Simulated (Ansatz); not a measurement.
**H₄OSSi + HBr: a complex and its separated parts, part 1 of 2**

Aim: how far the complex at one end of a reaction step lies below its separated, relaxed parts, level by level.

Method: PBE0-D4/def2-TZVP structures, single points in def2-TZVPP, no counterpoise correction; program: Ansatz 0.2.0, Gaussian basis.

Levels: SPW92, PBE-D4, BLYP-D4, r2SCAN-D4, B97M-V, PBE0-D4, B3LYP-D4, r2SCAN0-D4, BHLYP-D4, CAM-B3LYP-D4, wB97X-V, wB97M-V, B2PLYP, PBE-QIDH, RPA on PBE, Hartree-Fock, MP2, CCSD, CCSD(T).

Cores are frozen in the correlated methods. Filled d shells of the heavier atoms are correlated. B3LYP uses VWN-RPA correlation. B2PLYP carries no dispersion term here.

94 further runs of the same task are left out: 94 set aside as unsound or not needed. Runs told in other sessions of the task aren't counted.

## (1) The starting structure

The complex: 9 atoms, charge 0, spin multiplicity 1.

Atoms are counted from 1 here; the program's logs count them from 0.

Bond lengths: Si1–S2 2.158 Å, Si1–H3 1.476 Å, Si1–H4 1.483 Å, Si1–O5 1.631 Å, S2–H8 1.345 Å, O5–H9 0.964 Å, H6–Br7 1.455 Å. Angles: S2–Si1–H3 110.0°, S2–Si1–H4 102.0°, S2–Si1–O5 112.8°, H3–Si1–H4 112.3°, H3–Si1–O5 105.9°, H4–Si1–O5 114.0°, Si1–S2–H8 94.8°, Si1–O5–H9 118.0°.

As a file:

```mol
BrH5OSSi
  3D, bonds by distance, orders not assigned

  9  7  0  0  0  0  0  0  0  0999 V2000
   -0.5081   -1.0430    0.0003 Si  0  0
    0.5669   -0.0918    1.6122 S   0  0
   -1.7020   -1.7326    0.5286 H   0  0
    0.5018   -1.9917   -0.5271 H   0  0
   -1.0610    0.0203   -1.1063 O   0  0
    1.4005    1.3864    0.0975 H   0  0
    1.6999    2.1429   -1.1082 Br  0  0
   -0.4681    0.6743    2.0008 H   0  0
   -0.4297    0.6352   -1.4977 H   0  0
  1  2  8  0
  1  3  8  0
  1  4  8  0
  1  5  8  0
  2  8  8  0
  5  9  8  0
  6  7  8  0
M  END
```

Its parts: H₄OSSi holds atoms 1, 2, 3, 4, 5, 8, 9; HBr holds atoms 6, 7. Each part counts its atoms afresh in its own runs.

## (2) Relaxing H₄OSSi alone

Input file relax-a/in.yaml:

```yaml
crystal:
  periodic: [false, false, false]
  atoms:
    - {symbol: Si, position_ang: [-0.508120, -1.043001, 0.000288]}
    - {symbol: S, position_ang: [0.566860, -0.091805, 1.612173]}
    - {symbol: H, position_ang: [-1.702004, -1.732595, 0.528615]}
    - {symbol: H, position_ang: [0.501812, -1.991726, -0.527099]}
    - {symbol: O, position_ang: [-1.060990, 0.020307, -1.106326]}
    - {symbol: H, position_ang: [-0.468081, 0.674265, 2.000768]}
    - {symbol: H, position_ang: [-0.429662, 0.635209, -1.497709]}
basis:
  gaussian: {orbitals: def2-TZVP}
hamiltonian: {xc: pbe0, dispersion: d4}
relax: {f_tol: 0.005, max_steps: 200}
```

Launch:

```console
$ ansatz run in.yaml --threads 8 --pin off --events-out ev --progress --plain --max-ram 19148MiB
```

Output, cut to the lines that bear on the results:

```text
Functional definition: PBE0
  name "PBE0"
  cite "Adamo & Barone, J. Chem. Phys. 110, 6158 (1999) doi:10.1063/1.478522"
  cite "Perdew, Burke & Ernzerhof, Phys. Rev. Lett. 77, 3865 (1996) doi:10.1103/PhysRevLett.77.3865"
  parent pbe
[...]
866 factors; their error is unknown
[...]
mean field -20819.41754054 eV, -765.0994827066 hartree, gradient 9.2e-6 eV, S^2 0.000000; 0 other end points of the search recorded, 0 dependent functions left out
[...]
reference -20819.41756699 eV, -765.0994836788 hartree; 21, 21 occupied and 108, 108 virtual orbitals, 866 factors
[...]
Total energy: -20819.53915937 eV, -765.1039521164 hartree
Atom 0 at    -0.497594    -1.024796     0.018324 Å, force    -0.000349     0.000235    -0.004777 eV/Å
Atom 1 at     0.579995    -0.062776     1.587514 Å, force     0.001864     0.000919    -0.002076 eV/Å
Atom 2 at    -1.707045    -1.705559     0.525926 Å, force     0.000292    -0.000277     0.000759 eV/Å
Atom 3 at     0.493961    -1.988014    -0.522460 Å, force    -0.001747    -0.000136     0.000620 eV/Å
Atom 4 at    -1.059220     0.011677    -1.124539 Å, force    -0.000118    -0.003402     0.002478 eV/Å
Atom 5 at    -0.482197     0.623034     2.043722 Å, force    -0.002210     0.000901     0.001542 eV/Å
Atom 6 at    -0.428085     0.617088    -1.517775 Å, force     0.002268     0.001760     0.001454 eV/Å
Dipole moment:     0.030444     0.145065    -0.097045 e Å
```

Wall time 6 s (8 threads of Arm Neoverse V1, shared host).

Step by step:

```csv
step,energy from step 1 (eV),largest force component (eV/Å)
1,0.0000,0.6266
2,-0.0095,0.2027
3,-0.0116,0.0730
4,-0.0121,0.0336
5,-0.0121,0.0308
6,-0.0122,0.0086
7,-0.0122,0.0048
```

Close pairs (by a distance rule), those that changed most:

```csv
bond,before (Å),after (Å),change (Å)
Si1–S2,2.158,2.133,-0.026
Si1–O5,1.631,1.642,+0.011
O5–H7,0.964,0.959,-0.005
Si1–H4,1.483,1.484,+0.002
Si1–H3,1.476,1.478,+0.001
S2–H6,1.345,1.344,-0.001
```

## (3) Relaxing HBr alone

Input file relax-b/in.yaml:

```yaml
crystal:
  periodic: [false, false, false]
  atoms:
    - {symbol: H, position_ang: [1.400482, 1.386437, 0.097492]}
    - {symbol: Br, position_ang: [1.699904, 2.142906, -1.108202]}
basis:
  gaussian: {orbitals: def2-TZVP}
hamiltonian: {xc: pbe0, dispersion: d4}
relax: {f_tol: 0.005, max_steps: 200}
```

Launch:

```console
$ ansatz run in.yaml --threads 8 --pin off --events-out ev --progress --plain --max-ram 19148MiB
```

Output, cut to the lines that bear on the results:

```text
[... 5 set-up lines as earlier in the session ...]
[...]
457 factors; their error is unknown
[...]
mean field -70054.55857541 eV, -2574.4575429612 hartree, gradient 1.7e-5 eV, S^2 0.000000; 0 other end points of the search recorded, 0 dependent functions left out
[...]
reference -70054.57279926 eV, -2574.4580656780 hartree; 18, 18 occupied and 36, 36 virtual orbitals, 457 factors
Total energy: -70054.57831854 eV, -2574.4582685077 hartree
Atom 0 at     1.403991     1.395302     0.083363 Å, force    -0.000688    -0.001738     0.002770 eV/Å
Atom 1 at     1.696395     2.134041    -1.094073 Å, force     0.000688     0.001738    -0.002770 eV/Å
Dipole moment:    -0.040827    -0.103146     0.164398 e Å
```

It took 0.7 s on 8 threads of Arm Neoverse V1, shared host.

Along the way:

```csv
step,energy from step 1 (eV),largest force component (eV/Å)
1,0.0000,0.6736
2,-0.0139,0.1001
3,-0.0142,0.0028
```

The bond:

```csv
bond,before (Å),after (Å),change (Å)
H1–Br2,1.455,1.420,-0.034
```

## (4) SPW92/def2-TZVPP

Input file parta/in.yaml:

```yaml
crystal:
  periodic: [false, false, false]
  atoms:
    - {symbol: Si, position_ang: [-0.497594, -1.024796, 0.018324]}
    - {symbol: S, position_ang: [0.579995, -0.062776, 1.587514]}
    - {symbol: H, position_ang: [-1.707045, -1.705559, 0.525926]}
    - {symbol: H, position_ang: [0.493961, -1.988014, -0.522460]}
    - {symbol: O, position_ang: [-1.059220, 0.011677, -1.124539]}
    - {symbol: H, position_ang: [-0.482197, 0.623034, 2.043722]}
    - {symbol: H, position_ang: [-0.428085, 0.617088, -1.517775]}
basis:
  gaussian: {orbitals: def2-TZVPP}
hamiltonian: {xc: lda}
```

Input file partb/in.yaml:

```yaml
crystal:
  periodic: [false, false, false]
  atoms:
    - {symbol: H, position_ang: [1.403991, 1.395302, 0.083363]}
    - {symbol: Br, position_ang: [1.696395, 2.134041, -1.094073]}
basis:
  gaussian: {orbitals: def2-TZVPP}
hamiltonian: {xc: lda}
```

Each run has its own folder and the same command.

Launch:

```console
$ ansatz run in.yaml --threads 8 --pin off --events-out ev --progress --plain --max-ram 19148MiB
```

Output in parta, cut to the lines that bear on the results:

```text
Functional definition: SPW92
  name "SPW92"
  cite "Dirac, Proc. Camb. Phil. Soc. 26, 376 (1930) doi:10.1017/S0305004100016108"
  cite "Slater, Phys. Rev. 81, 385 (1951) doi:10.1103/PhysRev.81.385"
  cite "Perdew & Wang, Phys. Rev. B 45, 13244 (1992) doi:10.1103/PhysRevB.45.13244"
[...]
959 factors; their error is unknown
[...]
mean field -20744.52774100 eV, -762.3473333359 hartree, gradient 4.1e-5 eV, S^2 0.000000; 0 other end points of the search recorded, 0 dependent functions left out
reference -20744.52777386 eV, -762.3473345435 hartree; 21, 21 occupied and 150, 150 virtual orbitals, 959 factors
Total energy: -20744.52777386 eV, -762.3473345435 hartree
```

Output in partb, cut to the lines that bear on the results:

```text
[... 5 set-up lines as earlier in the session ...]
[...]
435 factors; their error is unknown
[...]
mean field -69965.45699551 eV, -2571.1831202948 hartree, gradient 6.0e-6 eV, S^2 0.000000; 0 other end points of the search recorded, 0 dependent functions left out
reference -69965.45701655 eV, -2571.1831210683 hartree; 18, 18 occupied and 44, 44 virtual orbitals, 435 factors
Total energy: -69965.45701655 eV, -2571.1831210683 hartree
```

Times: 0.45 s (parta), 0.15 s (partb) on 8 threads of Arm Neoverse V1, shared host.

## (5) PBE-D4/def2-TZVPP

The same edit goes into each in.yaml of step 4 (parta, partb):

```diff
-hamiltonian: {xc: lda}
+hamiltonian: {xc: pbe, dispersion: d4}
```

The same command starts each run, in its folder.

Launch:

```console
$ ansatz run in.yaml --threads 8 --pin off --events-out ev --progress --plain --max-ram 19148MiB
```

Log of parta, cut to the lines that bear on the results:

```text
Functional definition: PBE
  name "PBE"
[... 2 set-up lines as earlier in the session ...]
[...]
959 factors; their error is unknown
[...]
mean field -20817.74925956 eV, -765.0381745115 hartree, gradient 3.6e-5 eV, S^2 0.000000; 0 other end points of the search recorded, 0 dependent functions left out
reference -20817.74929472 eV, -765.0381758036 hartree; 21, 21 occupied and 150, 150 virtual orbitals, 959 factors
Total energy: -20817.87966707 eV, -765.0429668990 hartree
```

partb printed, cut to the lines that bear on the results:

```text
[... 4 set-up lines as earlier in the session ...]
[...]
435 factors; their error is unknown
[...]
mean field -70052.13664636 eV, -2574.3685387102 hartree, gradient 1.9e-5 eV, S^2 0.000000; 0 other end points of the search recorded, 0 dependent functions left out
reference -70052.13666902 eV, -2574.3685395429 hartree; 18, 18 occupied and 44, 44 virtual orbitals, 435 factors
Total energy: -70052.14345404 eV, -2574.3687888876 hartree
```

Wall times: 0.6 s (parta), 0.2 s (partb) on 8 threads of Arm Neoverse V1, shared host.

## (6) BLYP-D4/def2-TZVPP

The same edit goes into each in.yaml of step 5 (parta, partb):

```diff
-hamiltonian: {xc: pbe, dispersion: d4}
+hamiltonian: {xc: {name: BLYP}, dispersion: d4}
```

The same command starts each run, in its folder.

Launch:

```console
$ ansatz run in.yaml --threads 8 --pin off --events-out ev --progress --plain --max-ram 19148MiB
```

Log of parta, cut to the lines that bear on the results:

```text
Functional definition: BLYP
  name "BLYP"
  cite "Becke, Phys. Rev. A 38, 3098 (1988) doi:10.1103/PhysRevA.38.3098"
  cite "Lee, Yang & Parr, Phys. Rev. B 37, 785 (1988) doi:10.1103/PhysRevB.37.785"
[...]
959 factors; their error is unknown
[...]
mean field -20828.21672689 eV, -765.4228468409 hartree, gradient 3.8e-5 eV, S^2 0.000000; 0 other end points of the search recorded, 0 dependent functions left out
reference -20828.21703504 eV, -765.4228581652 hartree; 21, 21 occupied and 150, 150 virtual orbitals, 959 factors
Total energy: -20828.50578503 eV, -765.4334695317 hartree
```

partb printed, cut to the lines that bear on the results:

```text
[... 4 set-up lines as earlier in the session ...]
[...]
435 factors; their error is unknown
[...]
mean field -70063.39679788 eV, -2574.7823416461 hartree, gradient 8.5e-5 eV, S^2 0.000000; 0 other end points of the search recorded, 0 dependent functions left out
reference -70063.39700625 eV, -2574.7823493037 hartree; 18, 18 occupied and 44, 44 virtual orbitals, 435 factors
Total energy: -70063.41297806 eV, -2574.7829362566 hartree
```

Wall times: 0.65 s (parta), 0.2 s (partb) on 8 threads of Arm Neoverse V1, shared host.

## (7) r2SCAN-D4/def2-TZVPP

The same edit goes into each in.yaml of step 6 (parta, partb):

```diff
-hamiltonian: {xc: {name: BLYP}, dispersion: d4}
+hamiltonian: {xc: r2scan, dispersion: d4}
```

Each run has its own folder and the same command.

Launch:

```console
$ ansatz run in.yaml --threads 8 --pin off --events-out ev --progress --plain --max-ram 19148MiB
```

Output in parta, cut to the lines that bear on the results:

```text
Functional definition: r2SCAN
  name "r2SCAN"
  cite "Furness, Kaplan, Ning, Perdew & Sun, J. Phys. Chem. Lett. 11, 8208 (2020) doi:10.1021/acs.jpclett.0c02405"
  cite "Furness, Kaplan, Ning, Perdew & Sun, J. Phys. Chem. Lett. 11, 9248 (2020) doi:10.1021/acs.jpclett.0c03077"
  parent r2scan
[...]
959 factors; their error is unknown
[...]
mean field -20826.38858201 eV, -765.3556637556 hartree, gradient 6.8e-5 eV, S^2 0.000000; 0 other end points of the search recorded, 0 dependent functions left out
reference -20826.38859247 eV, -765.3556641401 hartree; 21, 21 occupied and 150, 150 virtual orbitals, 959 factors
Total energy: -20826.41811918 eV, -765.3567492265 hartree
```

partb printed, cut to the lines that bear on the results:

```text
[... 5 set-up lines as earlier in the session ...]
[...]
435 factors; their error is unknown
[...]
mean field -70062.28305503 eV, -2574.7414123512 hartree, gradient 2.3e-5 eV, S^2 0.000000; 0 other end points of the search recorded, 0 dependent functions left out
reference -70062.28306113 eV, -2574.7414125756 hartree; 18, 18 occupied and 44, 44 virtual orbitals, 435 factors
Total energy: -70062.28452022 eV, -2574.7414661958 hartree
```

They took 1.3 s (parta), 0.5 s (partb) on 8 threads of Arm Neoverse V1, shared host.

## (8) B97M-V/def2-TZVPP

Each input of step 7 (parta, partb) changes in the same lines:

```diff
-hamiltonian: {xc: r2scan, dispersion: d4}
+hamiltonian: {xc: {name: B97M-V}}
```

One command serves all of them, each in its own folder.

Launch:

```console
$ ansatz run in.yaml --threads 8 --pin off --events-out ev --progress --plain --max-ram 19148MiB
```

parta printed, cut to the lines that bear on the results:

```text
Functional definition: B97M-V
  name "B97M-V"
  cite "Mardirossian & Head-Gordon, J. Chem. Phys. 142, 074111 (2015) doi:10.1063/1.4907719"
  cite "Becke, J. Chem. Phys. 107, 8554 (1997) doi:10.1063/1.475007"
  cite "Vydrov & Van Voorhis, J. Chem. Phys. 133, 244103 (2010) doi:10.1063/1.3521275"
  # Of w^i u^j: cxij and so on, Table III.
[...]
  gx(w, u) = cx00 + cx01*u + cx02*u^2 + (cx10 + cx11*u)*w
[...]
  gos(w, u) = cos00 + cos01*u + cos03*u^3 + cos10*w + cos32*w^3*u^2
[...]
      + integral(e_c_pw_mod_opposite_spin*gos(b97_w_opposite, b97_u_opposite)) + vv10(b, c)
959 factors; their error is unknown
[...]
mean field -20823.44662420 eV, -765.2475488004 hartree, gradient 2.6e-5 eV, S^2 0.000000; 0 other end points of the search recorded, 0 dependent functions left out
reference -20823.44667784 eV, -765.2475507714 hartree; 21, 21 occupied and 150, 150 virtual orbitals, 959 factors
Total energy: -20823.44667784 eV, -765.2475507714 hartree
```

partb printed, cut to the lines that bear on the results:

```text
[... 5 set-up lines as earlier in the session ...]
  # Of w^i u^j: cxij and so on, Table III.
[...]
  gx(w, u) = cx00 + cx01*u + cx02*u^2 + (cx10 + cx11*u)*w
[...]
  gos(w, u) = cos00 + cos01*u + cos03*u^3 + cos10*w + cos32*w^3*u^2
[...]
      + integral(e_c_pw_mod_opposite_spin*gos(b97_w_opposite, b97_u_opposite)) + vv10(b, c)
435 factors; their error is unknown
[...]
mean field -70050.13094556 eV, -2574.2948305651 hartree, gradient 1.6e-5 eV, S^2 0.000000; 0 other end points of the search recorded, 0 dependent functions left out
reference -70050.13097740 eV, -2574.2948317354 hartree; 18, 18 occupied and 44, 44 virtual orbitals, 435 factors
Total energy: -70050.13097740 eV, -2574.2948317354 hartree
```

Times: 2.1 s (parta), 0.5 s (partb) on 8 threads of Arm Neoverse V1, shared host.

## (9) PBE0-D4/def2-TZVPP

The same edit goes into each in.yaml of step 8 (parta, partb):

```diff
-hamiltonian: {xc: {name: B97M-V}}
+hamiltonian: {xc: pbe0, dispersion: d4}
+output: {orbitals: {seedname: orbitals}}
```

The same command starts each run, in its folder.

Launch:

```console
$ ansatz run in.yaml --threads 8 --pin off --events-out ev --progress --plain --max-ram 19148MiB
```

Log of parta, cut to the lines that bear on the results:

```text
[... 5 set-up lines as earlier in the session ...]
[...]
993 factors; their error is unknown
[...]
mean field -20819.49991220 eV, -765.1025098095 hartree, gradient 7.1e-5 eV, S^2 0.000000; 0 other end points of the search recorded, 0 dependent functions left out
reference -20819.49993853 eV, -765.1025107771 hartree; 21, 21 occupied and 150, 150 virtual orbitals, 993 factors
Total energy: -20819.60928453 eV, -765.1065291686 hartree
```

Output in partb, cut to the lines that bear on the results:

```text
[... 5 set-up lines as earlier in the session ...]
[...]
472 factors; their error is unknown
[...]
mean field -70054.59430929 eV, -2574.4588561570 hartree, gradient 7.1e-6 eV, S^2 0.000000; 0 other end points of the search recorded, 0 dependent functions left out
reference -70054.59432655 eV, -2574.4588567913 hartree; 18, 18 occupied and 44, 44 virtual orbitals, 472 factors
Total energy: -70054.59984583 eV, -2574.4590596210 hartree
```

Times: 0.8 s (parta), 0.2 s (partb) on 8 threads of Arm Neoverse V1, shared host.

## (10) B3LYP-D4/def2-TZVPP

Each input of step 9 (parta, partb) changes in the same lines:

```diff
-hamiltonian: {xc: pbe0, dispersion: d4}
-output: {orbitals: {seedname: orbitals}}
+hamiltonian: {xc: {name: B3LYP}, dispersion: d4}
```

Each run has its own folder and the same command.

Launch:

```console
$ ansatz run in.yaml --threads 8 --pin off --events-out ev --progress --plain --max-ram 19148MiB
```

Log of parta, cut to the lines that bear on the results:

```text
Functional definition: B3LYP
  name "B3LYP"
  cite "Stephens, Devlin, Chabalowski & Frisch, J. Phys. Chem. 98, 11623 (1994) doi:10.1021/j100096a001"
[... 2 set-up lines as earlier in the session ...]
  cite "Vosko, Wilk & Nusair, Can. J. Phys. 58, 1200 (1980) doi:10.1139/p80-159"
[...]
974 factors; their error is unknown
[...]
mean field -20830.02274234 eV, -765.4892166846 hartree, gradient 8.0e-5 eV, S^2 0.000000; 0 other end points of the search recorded, 0 dependent functions left out
reference -20830.02297186 eV, -765.4892251191 hartree; 21, 21 occupied and 150, 150 virtual orbitals, 974 factors
Total energy: -20830.23590488 eV, -765.4970502632 hartree
```

Log of partb, cut to the lines that bear on the results:

```text
[... 6 set-up lines as earlier in the session ...]
[...]
472 factors; their error is unknown
[...]
mean field -70063.59658581 eV, -2574.7896837172 hartree, gradient 6.2e-6 eV, S^2 0.000000; 0 other end points of the search recorded, 0 dependent functions left out
reference -70063.59674300 eV, -2574.7896894937 hartree; 18, 18 occupied and 44, 44 virtual orbitals, 472 factors
Total energy: -70063.60787634 eV, -2574.7900986362 hartree
```

Times: 0.8 s (parta), 0.2 s (partb) on 8 threads of Arm Neoverse V1, shared host.

## (11) r2SCAN0-D4/def2-TZVPP

The same edit goes into each in.yaml of step 10 (parta, partb):

```diff
-hamiltonian: {xc: {name: B3LYP}, dispersion: d4}
+hamiltonian: {xc: {name: r2SCAN0}, dispersion: d4}
```

Each run has its own folder and the same command.

Launch:

```console
$ ansatz run in.yaml --threads 8 --pin off --events-out ev --progress --plain --max-ram 19148MiB
```

Output in parta, cut to the lines that bear on the results:

```text
Functional definition: r2SCAN0
  name "r2SCAN0"
  cite "Bursch, Neugebauer, Ehlert & Grimme, J. Chem. Phys. 156, 134105 (2022) doi:10.1063/5.0086040"
[... 3 set-up lines as earlier in the session ...]
[...]
993 factors; their error is unknown
[...]
mean field -20825.87721577 eV, -765.3368713930 hartree, gradient 1.2e-5 eV, S^2 0.000000; 0 other end points of the search recorded, 0 dependent functions left out
reference -20825.87722409 eV, -765.3368716985 hartree; 21, 21 occupied and 150, 150 virtual orbitals, 993 factors
Total energy: -20825.91253073 eV, -765.3381691937 hartree
```

partb printed, cut to the lines that bear on the results:

```text
[... 6 set-up lines as earlier in the session ...]
[...]
472 factors; their error is unknown
[...]
mean field -70062.25261424 eV, -2574.7402936728 hartree, gradient 7.4e-6 eV, S^2 0.000000; 0 other end points of the search recorded, 0 dependent functions left out
reference -70062.25261913 eV, -2574.7402938524 hartree; 18, 18 occupied and 44, 44 virtual orbitals, 472 factors
Total energy: -70062.25433396 eV, -2574.7403568715 hartree
```

They took 1.7 s (parta), 0.5 s (partb) on 8 threads of Arm Neoverse V1, shared host.

## (12) BHLYP-D4/def2-TZVPP

Each input of step 11 (parta, partb) changes in the same lines:

```diff
-hamiltonian: {xc: {name: r2SCAN0}, dispersion: d4}
+hamiltonian: {xc: {name: BHLYP}, dispersion: d4}
```

Each run has its own folder and the same command.

Launch:

```console
$ ansatz run in.yaml --threads 8 --pin off --events-out ev --progress --plain --max-ram 19148MiB
```

Log of parta, cut to the lines that bear on the results:

```text
Functional definition: BHLYP
  name "BHLYP"
  cite "Becke, J. Chem. Phys. 98, 1372 (1993) doi:10.1063/1.464304"
[... 2 set-up lines as earlier in the session ...]
[...]
1058 factors; their error is unknown
[...]
mean field -20827.83149350 eV, -765.4086897748 hartree, gradient 2.8e-5 eV, S^2 0.000000; 0 other end points of the search recorded, 0 dependent functions left out
reference -20827.83164886 eV, -765.4086954842 hartree; 21, 21 occupied and 150, 150 virtual orbitals, 1058 factors
Total energy: -20828.00083784 eV, -765.4149130647 hartree
```

Output in partb, cut to the lines that bear on the results:

```text
[... 5 set-up lines as earlier in the session ...]
[...]
514 factors; their error is unknown
[...]
mean field -70062.48034103 eV, -2574.7486624781 hartree, gradient 8.3e-6 eV, S^2 0.000000; 0 other end points of the search recorded, 0 dependent functions left out
reference -70062.48044888 eV, -2574.7486664415 hartree; 18, 18 occupied and 44, 44 virtual orbitals, 514 factors
Total energy: -70062.48830834 eV, -2574.7489552713 hartree
```

Times: 1 s (parta), 0.2 s (partb) on 8 threads of Arm Neoverse V1, shared host.

(Continued in part 2 of 2.)
